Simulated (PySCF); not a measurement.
# C3H7BrGeO: magnetic properties

Wanted: magnetic properties for C3H7BrGeO (`[GeH3][O]C/C=C\Br`).

Computed with PySCF 2.14.0 and routines of our own; the level stands in each step. Atoms count from 0.

## Step 1: The system as given

13 atoms, charge 0, multiplicity 1; geometry from: GFN2-xTB.

## Step 2: Magnetic properties: GIAO B97-2/pcSseg-1

What the job is given:

```
{"job": {"kind": "mag", "xc": "B97-2", "basis": "pcSseg-1", "isotopologues": 2}, "charge": 0, "multiplicity": 1}
Ge     2.015420     0.376359     0.374638
O      1.005766    -1.059273     0.325819
C     -0.262564    -1.142314    -0.286706
C     -1.251238    -0.233364     0.371044
C     -1.881681     0.776797    -0.201076
Br    -1.698739     1.238426    -2.025934
H      3.217208    -0.196316     1.033173
H      2.253743     0.873123    -1.021838
H      1.352558     1.448853     1.197404
H     -0.190115    -0.914876    -1.356037
H     -0.590038    -2.183327    -0.173311
H     -1.403478    -0.407690     1.428114
H     -2.571229     1.424088     0.316982
```

Level: GIAO B97-2/pcSseg-1 magnetisability, rotational g tensor and spin-rotation constants, non-relativistic, gas phase.

Command:

```sh
$ OMP_NUM_THREADS=1 python excited_run.py task.json out
```

The driver reads the jobs from task.json and runs them one after another.

Output:

```text
coarse grid: 52776 points
cycle   1  E = -4845.3908842773  dE = -1.180e+00  |g| = 1.186e+00  |ddm| = 3.446e+00
cycle   2  E = -4845.0622622033  dE =  3.286e-01  |g| = 1.636e+00  |ddm| = 1.835e+00
cycle   3  E = -4845.4892834851  dE = -4.270e-01  |g| = 4.039e-01  |ddm| = 1.602e+00
cycle   4  E = -4845.5194782640  dE = -3.019e-02  |g| = 1.086e-01  |ddm| = 3.473e-01
cycle   5  E = -4845.5206999196  dE = -1.222e-03  |g| = 3.381e-02  |ddm| = 9.050e-02
cycle   6  E = -4845.5209092719  dE = -2.094e-04  |g| = 1.549e-02  |ddm| = 3.615e-02
cycle   7  E = -4845.5209631028  dE = -5.383e-05  |g| = 2.241e-03  |ddm| = 1.201e-02
cycle   8  E = -4845.5209639802  dE = -8.774e-07  |g| = 9.678e-04  |ddm| = 3.156e-03
final grid: 108552 points
cycle   9  E = -4845.5209460867  dE =  2.425e-07  |g| = 1.405e-03  |ddm| = 2.833e-03
cycle  10  E = -4845.5209453355  dE =  7.512e-07  |g| = 2.196e-03  |ddm| = 3.721e-03
cycle  11  E = -4845.5209466060  dE = -1.270e-06  |g| = 2.057e-04  |ddm| = 2.242e-03
cycle  12  E = -4845.5209466165  dE = -1.048e-08  |g| = 2.395e-05  |ddm| = 1.686e-04
cycle  13  E = -4845.5209466166  dE = -1.073e-10  |g| = 4.125e-06  |ddm| = 2.149e-05
converged SCF energy = -4845.5209466166

Magnetisability tensor (1e-30 J/T^2)
    -1487.66     -118.75      -54.86
     -118.75    -1428.41        8.54
      -54.86        8.54    -1398.38
isotropic -1438.15   principal values   -1588.28  -1411.48  -1314.69
isotropic susceptibility -86.607 1e-6 cm^3/mol

Inertial axes            a          b          c
rot. const./GHz      3.0059     0.5548     0.5066
chi total           -88.085    -90.569    -81.168
chi diamagnetic    -510.640  -1911.973  -2097.189
chi paramagnetic    422.555   1821.403   2016.021
quadrupole/D A       -4.698      2.079      2.619
g nuclear            0.5728     0.4700     0.4731
g electronic        -0.5967    -0.4748    -0.4798
g total             -0.0239    -0.0048    -0.0067

Spin-rotation constants (kHz, H = +C I.J)
atom  isotope        aa         bb         cc
  5   79Br        5.239      0.581      0.817
  6     1H        0.131     -0.054     -0.045
  7     1H       -0.190     -0.010     -0.029
  8     1H       -0.230     -0.051      0.017
  9     1H       -0.228     -0.017     -0.011
 10     1H       -0.332      0.017     -0.029
 11     1H       -0.227     -0.017     -0.004
 12     1H       -0.203     -0.058      0.027
  0   73Ge*      -0.905     -0.144     -0.154
  1    17O*      -0.162     -0.050     -0.020
  2    13C*       0.533      0.130      0.121
  3    13C*       0.801      0.160      0.218
  4    13C*       0.754      0.155      0.206
* in the singly substituted isotopologue

Isotopologues: g along a, b, c
2H    at 6,7,8,9,10,11,    -0.0206    -0.0047    -0.0064
18O   at 1                 -0.0236    -0.0047    -0.0067
```

It took 32 s on 1 thread of Intel Xeon 6975P-C, shared host; peak memory 0.94 GiB.

From this job:

| quantity | value |
| --- | --- |
| magnetisability | -1438·10⁻³⁰ J/T² |
| molar susceptibility | -86.6·10⁻⁶ cm³/mol |
| rotational g (a, b, c) | -0.0239, -0.0048, -0.0067 |

## Step 3: Magnetic properties: GIAO KT2/cc-pVDZ

Settings changed since step 2:

```diff
@@ -1,2 +1,2 @@
-{"job": {"kind": "mag", "xc": "B97-2", "basis": "pcSseg-1", "isotopologues": 2}, "charge": 0, "multiplicity": 1}
+{"job": {"kind": "mag", "xc": "KT2", "basis": "cc-pVDZ"}, "charge": 0, "multiplicity": 1}
 Ge     2.015420     0.376359     0.374638
```

With the program's defaults for keys left out, this is: GIAO KT2/cc-pVDZ magnetisability, rotational g tensor and spin-rotation constants, non-relativistic, gas phase.

Output:

```text
coarse grid: 52776 points
cycle   1  E = -4866.1327257904  dE = -8.914e-01  |g| = 8.108e-01  |ddm| = 6.872e+00
cycle   2  E = -4864.9669543871  dE =  1.166e+00  |g| = 2.335e+00  |ddm| = 4.313e+00
cycle   3  E = -4866.2568161025  dE = -1.290e+00  |g| = 2.230e-01  |ddm| = 3.428e+00
cycle   4  E = -4866.2637970007  dE = -6.981e-03  |g| = 1.711e-01  |ddm| = 6.911e-01
cycle   5  E = -4866.2709769523  dE = -7.180e-03  |g| = 6.273e-02  |ddm| = 3.342e-01
cycle   6  E = -4866.2719851307  dE = -1.008e-03  |g| = 1.820e-02  |ddm| = 1.152e-01
cycle   7  E = -4866.2720711463  dE = -8.602e-05  |g| = 6.327e-03  |ddm| = 3.530e-02
cycle   8  E = -4866.2720827591  dE = -1.161e-05  |g| = 1.239e-03  |ddm| = 1.440e-02
cycle   9  E = -4866.2720831689  dE = -4.098e-07  |g| = 3.919e-04  |ddm| = 2.744e-03
final grid: 108552 points
cycle  10  E = -4866.2720453284  dE =  5.386e-09  |g| = 5.842e-04  |ddm| = 2.582e-03
cycle  11  E = -4866.2720451588  dE =  1.696e-07  |g| = 1.060e-03  |ddm| = 2.434e-03
cycle  12  E = -4866.2720453973  dE = -2.386e-07  |g| = 2.088e-04  |ddm| = 1.545e-03
cycle  13  E = -4866.2720454078  dE = -1.041e-08  |g| = 2.025e-05  |ddm| = 3.351e-04
cycle  14  E = -4866.2720454079  dE = -1.237e-10  |g| = 8.694e-06  |ddm| = 4.874e-05
converged SCF energy = -4866.2720454079

Magnetisability tensor (1e-30 J/T^2)
    -1459.63     -118.02      -45.59
     -118.02    -1405.91        8.84
      -45.59        8.84    -1385.20
isotropic -1416.91   principal values   -1559.18  -1394.58  -1296.98
isotropic susceptibility -85.328 1e-6 cm^3/mol

Inertial axes            a          b          c
rot. const./GHz      3.0059     0.5548     0.5066
chi total           -86.198    -89.484    -80.303
chi diamagnetic    -509.181  -1909.889  -2094.826
chi paramagnetic    422.982   1820.406   2014.523
quadrupole/D A       -3.834      1.884      1.949
g nuclear            0.5728     0.4700     0.4731
g electronic        -0.5973    -0.4745    -0.4794
g total             -0.0245    -0.0046    -0.0063

Spin-rotation constants (kHz, H = +C I.J)
atom  isotope        aa         bb         cc
  5   79Br        4.833      0.535      0.748
  6     1H        0.135     -0.053     -0.045
  7     1H       -0.183     -0.009     -0.028
  8     1H       -0.221     -0.050      0.018
  9     1H       -0.223     -0.015     -0.012
 10     1H       -0.328      0.018     -0.029
 11     1H       -0.224     -0.019     -0.004
 12     1H       -0.201     -0.058      0.026
  0   73Ge*      -0.775     -0.120     -0.132
  1    17O*      -0.190     -0.056     -0.026
  2    13C*       0.476      0.120      0.110
  3    13C*       0.720      0.142      0.188
  4    13C*       0.689      0.138      0.178
* in the singly substituted isotopologue
```

Run time: 28 s. Hardware: 1 thread of Intel Xeon 6975P-C, shared host; peak memory 0.66 GiB.

From this job:

| quantity | value |
| --- | --- |
| magnetisability | -1417·10⁻³⁰ J/T² |
| molar susceptibility | -85.3·10⁻⁶ cm³/mol |
| rotational g (a, b, c) | -0.0245, -0.0046, -0.0063 |

## Step 4: Magnetic properties: GIAO B3LYP/pcSseg-0

Settings changed since step 3:

```diff
@@ -1,2 +1,2 @@
-{"job": {"kind": "mag", "xc": "KT2", "basis": "cc-pVDZ"}, "charge": 0, "multiplicity": 1}
+{"job": {"kind": "mag", "xc": "B3LYP", "basis": "pcSseg-0"}, "charge": 0, "multiplicity": 1}
 Ge     2.015420     0.376359     0.374638
```

Level: GIAO B3LYP/pcSseg-0 magnetisability, rotational g tensor and spin-rotation constants, non-relativistic, gas phase.

Output:

```text
coarse grid: 52776 points
cycle   1  E = -4839.1795513540  dE = -2.094e+00  |g| = 7.351e-01  |ddm| = 3.751e+00
cycle   2  E = -4838.8143921956  dE =  3.652e-01  |g| = 1.496e+00  |ddm| = 2.599e+00
cycle   3  E = -4839.2754484744  dE = -4.611e-01  |g| = 1.137e-01  |ddm| = 2.050e+00
cycle   4  E = -4839.2782269734  dE = -2.778e-03  |g| = 5.082e-02  |ddm| = 2.289e-01
cycle   5  E = -4839.2788263642  dE = -5.994e-04  |g| = 1.827e-02  |ddm| = 7.316e-02
cycle   6  E = -4839.2789023538  dE = -7.599e-05  |g| = 6.011e-03  |ddm| = 2.536e-02
cycle   7  E = -4839.2789107457  dE = -8.392e-06  |g| = 1.658e-03  |ddm| = 7.184e-03
final grid: 108552 points
cycle   8  E = -4839.2790178903  dE =  8.787e-07  |g| = 2.523e-03  |ddm| = 5.551e-03
cycle   9  E = -4839.2790147920  dE =  3.098e-06  |g| = 4.273e-03  |ddm| = 7.861e-03
cycle  10  E = -4839.2790195111  dE = -4.719e-06  |g| = 4.420e-04  |ddm| = 4.799e-03
cycle  11  E = -4839.2790195610  dE = -4.998e-08  |g| = 6.167e-05  |ddm| = 5.850e-04
cycle  12  E = -4839.2790195619  dE = -8.877e-10  |g| = 1.506e-05  |ddm| = 8.303e-05
converged SCF energy = -4839.2790195619

Magnetisability tensor (1e-30 J/T^2)
    -1543.75     -123.00      -49.14
     -123.00    -1486.56       -1.02
      -49.14       -1.02    -1443.91
isotropic -1491.41   principal values   -1649.02  -1450.32  -1374.88
isotropic susceptibility -89.815 1e-6 cm^3/mol

Inertial axes            a          b          c
rot. const./GHz      3.0059     0.5548     0.5066
chi total           -90.780    -93.832    -84.832
chi diamagnetic    -512.826  -1914.358  -2099.390
chi paramagnetic    422.045   1820.525   2014.559
quadrupole/D A       -4.820      2.296      2.524
g nuclear            0.5728     0.4700     0.4731
g electronic        -0.5960    -0.4746    -0.4794
g total             -0.0232    -0.0046    -0.0064

Spin-rotation constants (kHz, H = +C I.J)
atom  isotope        aa         bb         cc
  5   79Br        5.185      0.560      0.769
  6     1H        0.116     -0.061     -0.050
  7     1H       -0.213     -0.016     -0.034
  8     1H       -0.255     -0.059      0.013
  9     1H       -0.264     -0.023     -0.020
 10     1H       -0.362      0.012     -0.034
 11     1H       -0.262     -0.024     -0.012
 12     1H       -0.245     -0.066      0.021
  0   73Ge*      -0.797     -0.121     -0.136
  1    17O*      -0.114     -0.046     -0.005
  2    13C*       0.521      0.132      0.118
  3    13C*       0.788      0.157      0.220
  4    13C*       0.765      0.155      0.214
* in the singly substituted isotopologue
```

It took 13 s on 1 thread of Intel Xeon 6975P-C, shared host; peak memory 0.65 GiB.

In short:

| quantity | value |
| --- | --- |
| magnetisability | -1491·10⁻³⁰ J/T² |
| molar susceptibility | -89.8·10⁻⁶ cm³/mol |
| rotational g (a, b, c) | -0.0232, -0.0046, -0.0064 |

## Step 5: Magnetic properties side by side

| level | ξ (10⁻³⁰ J/T²) | g(a) | g(b) | gap (eV) | functions | time |
| --- | --- | --- | --- | --- | --- | --- |
| GIAO B97-2/pcSseg-1 | -1438 | -0.0239 | -0.0048 | 6.63 | 185 | 32 s |
| GIAO KT2/cc-pVDZ | -1417 | -0.0245 | -0.0046 | 4.73 | 145 | 28 s |
| GIAO B3LYP/pcSseg-0 | -1491 | -0.0232 | -0.0046 | 6.52 | 100 | 13 s |

## Step 6: Results

```
                                            quantity                      value
       magnetisability (step 2, GIAO B97-2/pcSseg-1)           -1438·10⁻³⁰ J/T²
  molar susceptibility (step 2, GIAO B97-2/pcSseg-1)         -86.6·10⁻⁶ cm³/mol
rotational g (a, b, c) (step 2, GIAO B97-2/pcSseg-1)  -0.0239, -0.0048, -0.0067
                     magnetisability over the levels  -1491 to -1417·10⁻³⁰ J/T²
```

What this shows: Steps that list no spin-orbit terms leave them out, which matters at and beside the heavy atoms. The magnetisability spreads by 5.1 % over 3 levels, from GIAO B3LYP/pcSseg-0 (13 s) to GIAO KT2/cc-pVDZ (28 s); the runs took 13 s to 32 s. Vibrational averaging and real surroundings are missing from these values.
